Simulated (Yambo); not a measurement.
# Ge (Fd-3m) in Yambo: further runs, part 3 of 3

Yambo 5.3.0. The steps go on from the part before.

**6. G0W0 quasiparticle levels, PBE**

The input, g0w00.in:

```
gw0
dyson
el_el_corr
rim_cut
HF_and_locXC
ppa
em1d
RandQpts= 1000000
RandGvec= 50 RL
EXXRLvcs= 78 Ry
VXCRLvcs= 78 Ry
Chimod= "HARTREE"
% BndsRnXp
 1 | 114 |
%
NGsBlkXp= 6 Ry
% LongDrXp
 1 | 1 | 1 |
%
PPAPntXp= 27.21138 eV
% GbndRnge
 1 | 114 |
%
GTermKind= "BG"
DysSolver= "n"
ExtendOut
% QPkrange
 1 | 1 | 13 | 17 |
 8 | 8 | 13 | 17 |
%
```

The input, scf.in:

```
&CONTROL
  calculation = 'scf'
  prefix = 'pwscf'
  outdir = './tmp'
  pseudo_dir = './pseudo'
/
&SYSTEM
  ibrav = 0
  nat = 2
  ntyp = 1
  ecutwfc = 78
  nbnd = 21
  occupations = 'smearing'
  smearing = 'fd'
  degauss = 0.00367493
  force_symmorphic = .true.
/
&ELECTRONS
  conv_thr = 4d-10
  electron_maxstep = 120
  mixing_beta = 0.5
/
ATOMIC_SPECIES
Ge    72.6300 Ge.upf
CELL_PARAMETERS angstrom
   0.0000000000    2.8289100000    2.8289100000
   2.8289100000    0.0000000000    2.8289100000
   2.8289100000    2.8289100000    0.0000000000
ATOMIC_POSITIONS crystal
Ge     0.7500000000    0.7500000000    0.7500000000
Ge     0.5000000000    0.5000000000    0.5000000000
K_POINTS automatic
8 8 8 0 0 0
```

The input, nscf.in:

```
&CONTROL
  calculation = 'nscf'
  prefix = 'pwscf'
  outdir = './tmp'
  pseudo_dir = './pseudo'
/
&SYSTEM
  ibrav = 0
  nat = 2
  ntyp = 1
  ecutwfc = 78
  nbnd = 114
  occupations = 'smearing'
  smearing = 'fd'
  degauss = 0.00367493
  force_symmorphic = .true.
/
&ELECTRONS
  conv_thr = 1d-08
  diago_full_acc = .true.
  diago_thr_init = 1d-06
/
ATOMIC_SPECIES
Ge    72.6300 Ge.upf
CELL_PARAMETERS angstrom
   0.0000000000    2.8289100000    2.8289100000
   2.8289100000    0.0000000000    2.8289100000
   2.8289100000    2.8289100000    0.0000000000
ATOMIC_POSITIONS crystal
Ge     0.7500000000    0.7500000000    0.7500000000
Ge     0.5000000000    0.5000000000    0.5000000000
K_POINTS automatic
4 4 4 0 0 0
```

Potentials or basis: PseudoDojo 0.4.1 SR PBE standard.

Launch:

```bash
$ OMP_NUM_THREADS=1 pw.x -in scf.in > scf.out
$ OMP_NUM_THREADS=1 pw.x -in nscf.in > nscf.out
$ cd tmp/pwscf.save; p2y; mv SAVE ../..; cd ../..
$ OMP_NUM_THREADS=1 yambo
$ OMP_NUM_THREADS=1 yambo -F g0w00.in -J g0w00 -C g0w00_out
```

Yambo's report:

```text
[... sections 02.01 to 02.04 as in the set-up run ...]

  [02.05] Energies & Occupations
  ==============================

  [X] === General ===
  [X] Electronic Temperature                        :  0.258606E-1   300.100    [eV K]
  [X] Bosonic    Temperature                        :  0.258606E-1   300.100    [eV K]
  [X] Finite Temperature mode                       : yes
  [X] El. density                                   :  0.61840E+24 [cm-3]
  [X] Fermi Level                                   :  9.592871 [eV]

  [X] === Gaps and Widths ===
  [X] Conduction Band Min                           :  9.592871 [eV]
  [X] Valence Band Max                              :  9.592871 [eV]
  [X] Filled Bands                                  :  11
  [X] Metallic Bands                                :  12  15
  [X] Empty Bands                                   :   16  114

  [X] === Metallic Characters ===
  [X] N of el / N of met el                         :  28.00000   5.99725
  [X] Average metallic occ.                         :  0.374828

  [WARNING] [X] Metallic system

 [03] Transferred momenta grid and indexing
 ==========================================

 IBZ Q-points                                      :   8
 BZ  Q-points                                      :   64

 K/Q-points units:
 rlu = crystal or reduced units; cc = cartesian coordinates; iku = interal k-units

 Q [1]          [rlu]:  0.000000  0.000000  0.000000
 Q [2]          [rlu]: -0.12946E-17 -0.12946E-17  0.25000
 Q [3]          [rlu]:  0.25892E-17  0.25892E-17 -0.50000
 Q [4]          [rlu]: -0.55926E-16  0.25000      0.25000
 Q [5]          [rlu]: -0.38560E-16  0.25000      0.50000
 Q [6]          [rlu]: -0.56919E-17  0.25000     -0.25000
 Q [7]          [rlu]:  0.11185E-15 -0.50000     -0.50000
 Q [8]          [rlu]:  0.250000 -0.500000 -0.250000

 [04] Coloumb potential Random Integration (RIM)
 ===============================================
[... 229 lines left out ...]

  Legend (energies in eV)
  - B  : Band       - Eo  : bare energy
  - E  : QP energy  - Z   : Renormalization factor
  - So : Sc(Eo)     - S   : Sc(E)
  - dSp: Sc derivative precision

  - lXC: Local XC (Perdew, Burke & Ernzerhof(X)+Perdew, Burke & Ernzerhof(C))
  -nlXC: non-Local XC (Hartree-Fock)

  QP [eV] @ K [1] (iku):  0.000000  0.000000  0.000000
   B=13 Eo= -0.04 E= -1.01 E-Eo= -0.97 Re(Z)=0.80 Im(Z)=-0.121834E-2 nlXC= -14.2429 lXC= -12.5334 So= 0.500477
   B=14 Eo= -0.04 E= -1.00 E-Eo= -0.96 Re(Z)=0.80 Im(Z)=-0.121825E-2 nlXC= -14.2429 lXC= -12.5334 So= 0.509891
   B=15 Eo= -0.01 E= -0.28 E-Eo= -0.27 Re(Z)=0.80 Im(Z)=-0.124866E-2 nlXC= -12.9022 lXC= -14.9353 So= -2.37712
   B=16 Eo=  2.52 E=  2.14 E-Eo= -0.37 Re(Z)=0.80 Im(Z)=-0.145455E-2 nlXC= -7.52842 lXC= -11.0865 So= -4.02311
   B=17 Eo=  2.52 E=  2.14 E-Eo= -0.38 Re(Z)=0.80 Im(Z)=-0.146014E-2 nlXC= -7.52839 lXC= -11.0865 So= -4.03172

  QP [eV] @ K [8] (iku): -0.500000  0.250000  0.000000
   B=13 Eo= -3.94 E= -4.86 E-Eo= -0.92 Re(Z)=0.78 Im(Z)=-0.144899E-2 nlXC= -13.9106 lXC= -10.7269 So=  2.00749
   B=14 Eo= -3.94 E= -4.86 E-Eo= -0.92 Re(Z)=0.78 Im(Z)=-0.144898E-2 nlXC= -13.9106 lXC= -10.7287 So=  2.00750
   B=15 Eo=  4.29 E=  4.00 E-Eo= -0.29 Re(Z)=0.79 Im(Z)=-0.101199E-3 nlXC= -7.49062 lXC= -11.8870 So= -4.75994
   B=16 Eo=  4.29 E=  4.01 E-Eo= -0.28 Re(Z)=0.79 Im(Z)=-0.101186E-3 nlXC= -7.49062 lXC= -11.8932 So= -4.75994
   B=17 Eo=  4.68 E=  4.73 E-Eo=  0.05 Re(Z)=0.80 Im(Z)=-0.124184E-2 nlXC= -5.74662 lXC= -10.4146 So= -4.60866

  [WR./g0w00//ndb.QP]-------------------------------------------------------------
   Lattice constants                                :  5.345865  5.345865  5.345865
   Coulomb cutoff potential                         : none
   Electronic Temperature                           :  300.1000 [K]
   Bosonic    Temperature                           :  300.1000 [K]
   Green`s function   energies                      : Perdew, Burke & Ernzerhof(X)+Perdew, Burke & Ernzerhof(C)
   wavefunctions                                    : Perdew, Burke & Ernzerhof(X)+Perdew, Burke & Ernzerhof(C)
   PPA    diel. fun.  energies                      : Perdew, Burke & Ernzerhof(X)+Perdew, Burke & Ernzerhof(C)
   wavefunctions                                    : Perdew, Burke & Ernzerhof(X)+Perdew, Burke & Ernzerhof(C)
   QP tot states                                    :  10
   GW solver                                        : Newton
   GW approximation                                 : PPA
   PPA imaginary Energy                             :  27.21138 ev
   RIM G`s                                          :   51
   RIM random pts                                   :  1000000
   dS/dw steps                                      :  2
   dS/dw step                                       :  0.100000 ev
   X G`s                                            :   89 used
   X G`s                                            :   89 disk
   X bands                                          :    1  114
   X poles                                          :  100.0000 o/o
   X e/h E range                                    : -1.000000 -1.000000 ev
   X Hxc Kernel                                     : HARTREE
   X BZ energy Double Grid                          : no
   X Optical Averaged directions                    : none
   Sc/G bands                                       :    1  114
   Sc/G damping                                     :  0.100000 ev
   Sc bands terminator                              : yes
   Sc terminator kind                               : BG
   Sc Terminator pole                               :  40.81708
   Sx RL components                                 :   3647

   QP @ state[ 1 ] K range                          :  1  1
   QP @ state[ 1 ] b range                          :  13  17
   QP @ state[ 2 ] K range                          :   8   8
   QP @ state[ 2 ] b range                          :  13  17
   GF energies kind                                 : Perdew, Burke & Ernzerhof(X)+Perdew, Burke & Ernzerhof(C)
   GF WF`s kind                                     : Perdew, Burke & Ernzerhof(X)+Perdew, Burke & Ernzerhof(C)
   Xs energies kind                                 : Perdew, Burke & Ernzerhof(X)+Perdew, Burke & Ernzerhof(C)
   Xs WF`s kind                                     : Perdew, Burke & Ernzerhof(X)+Perdew, Burke & Ernzerhof(C)
```

o-g0w00.qp:

```text
# GW solver                                       : Newton
# GW approximation                                : PPA
# PPA imaginary Energy                            :   27.2113800    [ev]
[... 41 lines left out ...]
         8                 16                 4.289091           4.007018          -0.282073          -11.89316          -7.490624          -4.759937          -4.684608          -7.267197           0.789226          -0.101186E-3       -15.66729           42.01185
         8                 17                 4.678739           4.726160           0.047420          -10.41464          -5.746623          -4.608658          -4.620593          -6.831479           0.799325          -0.001242          -15.60259           42.18607
#
```

Run time: 3.3 min. Hardware: 1 thread of Intel Xeon 6975P-C (Granite Rapids), shared host; peak memory 0.44 GiB.

What came out:

| Item | Value |
| --- | --- |
| Band gap on the k mesh, mean-field level | none (metal or under the smearing width) |

Quasiparticle terms (eV):
```
                k point  band  Kohn-Sham level     Vxc      Σx     Σc     Z  result
  (0.000, 0.000, 0.000)    13            -0.04  -12.53  -14.24   0.50  0.80   -1.01
  (0.000, 0.000, 0.000)    14            -0.04  -12.53  -14.24   0.51  0.80   -1.00
  (0.000, 0.000, 0.000)    15            -0.01  -14.94  -12.90  -2.38  0.80   -0.28
  (0.000, 0.000, 0.000)    16             2.52  -11.09   -7.53  -4.02  0.80    2.14
  (0.000, 0.000, 0.000)    17             2.52  -11.09   -7.53  -4.03  0.80    2.14
(0.250, -0.500, -0.250)    13            -3.94  -10.73  -13.91   2.01  0.78   -4.86
(0.250, -0.500, -0.250)    14            -3.94  -10.73  -13.91   2.01  0.78   -4.86
(0.250, -0.500, -0.250)    15             4.29  -11.89   -7.49  -4.76  0.79    4.00
(0.250, -0.500, -0.250)    16             4.29  -11.89   -7.49  -4.76  0.79    4.01
(0.250, -0.500, -0.250)    17             4.68  -10.41   -5.75  -4.61  0.80    4.73
```

Caveat: the k mesh is coarse (spacing up to 0.48 Å⁻¹), so the values aren't converged; the potentials hold a filled d shell without the s and p states of that shell, which can shift GW gaps by tenths of an eV, either way; the plasmon-pole model is rough for a metal; the ground state has no gap, which makes the many-body step unreliable; this version prints the column dSc/dw multiplied by 27.2; the terminator is approximate in this version, by hundredths of an eV.

**7. The runs side by side**

```csv
task,level,potentials or basis,k mesh,form of the LDA,random integration of the Coulomb term,direction of the field or of q to 0,kernel,terms kept,mesh quality,gap on the mesh (eV)
optical spectrum by the Bethe-Salpeter equation,LDA,PseudoDojo 0.4.1 SR LDA standard,6 × 6 × 6,PW92,yes,x,screened exchange,"resonant and antiresonant, uncoupled",not flagged,-
G0W0 quasiparticle levels,PBEsol,PseudoDojo 0.4.1 SR PBEsol standard,6 × 6 × 6,-,yes,x + y + z,-,-,not flagged,none
optical spectrum,PBEsol,PseudoDojo 0.4.1 SR PBEsol standard,6 × 6 × 6,-,-,x,Hartree (RPA with local fields),-,not flagged,none
optical spectrum by the Bethe-Salpeter equation,PBEsol,PseudoDojo 0.4.1 SR PBEsol standard,6 × 6 × 6,-,yes,x,screened exchange,"resonant and antiresonant, uncoupled",not flagged,-
G0W0 quasiparticle levels,PBE,PseudoDojo 0.4.1 SR PBE standard,4 × 4 × 4,-,yes,x + y + z,-,-,coarse,none
```

Alike in all rows: no spin polarisation; cell as given; cutoff (eV) 1061; smearing fermi-dirac 0.05 eV.

Caveats: some runs use coarse meshes; the ground state has no gap, which makes the many-body step unreliable; the intraband (Drude) term of the metal is left out (some runs); spectra need much finer meshes, so this one isn't converged (some runs); the transitions start from uncorrected Kohn-Sham levels, so peaks lie too low (some runs); exciton energies and binding change strongly with the k mesh and aren't converged on this one (some runs); the potentials hold a filled d shell without the s and p states of that shell, which can shift GW gaps by tenths of an eV, either way (some runs); the plasmon-pole model is rough for a metal (some runs).

Absolute energies hang on the potentials; compare differences alone.

**8. Comparison with measurements**

Step 2. A measured gap of Ge is 0.744 eV (indirect; 0 K; “Temperature-dependent photoluminescence in Ge: experiment and theory”, 2020, arxiv:2003.00143); the calculated 0.00 eV misses it by -0.74 eV. 3 values of this kind are on record (0.666 to 0.807 eV); this one was drawn at random among those near their median. Spin-orbit coupling on Ge is left out. The value is that of LDA on a finite k mesh, which can miss the band edges, without temperature or zero-point motion. Semilocal functionals fall short of measured gaps as a rule.

Step 3. Measured gap of Ge: 0.666 eV (indirect; 293 K; “Electronic and optical properties of SixGe1-x-ySny alloys lattice-matched to Ge”, 2021, arxiv:2109.02782). This calculation gives 0.00 eV (-0.67 eV). 3 values of this kind are on record (0.666 to 0.807 eV); this one was drawn at random among those near their median. Spin-orbit coupling on Ge is left out. The value is that of PBEsol on a finite k mesh, which can miss the band edges, without temperature or zero-point motion. Semilocal functionals fall short of measured gaps as a rule.

Step 4. Measured gap of Ge: 0.807 eV (direct; 300 K; “Electronic and optical properties of SixGe1-x-ySny alloys lattice-matched to Ge”, 2021, arxiv:2109.02782). This calculation gives 0.00 eV (-0.81 eV). 3 values of this kind are on record (0.666 to 0.807 eV); this one was drawn at random among those near their median. Spin-orbit coupling on Ge is left out. The value is that of PBEsol on a finite k mesh, which can miss the band edges, without temperature or zero-point motion. Semilocal functionals fall short of measured gaps as a rule.

Step 5. A measured gap of Ge is 0.807 eV (direct; 300 K; “Electronic and optical properties of SixGe1-x-ySny alloys lattice-matched to Ge”, 2021, arxiv:2109.02782); the calculated 0.00 eV misses it by -0.81 eV. 3 values of this kind are on record (0.666 to 0.807 eV); this one was drawn at random among those near their median. Spin-orbit coupling on Ge is left out. The value is that of PBEsol on a finite k mesh, which can miss the band edges, without temperature or zero-point motion. Semilocal functionals fall short of measured gaps as a rule.
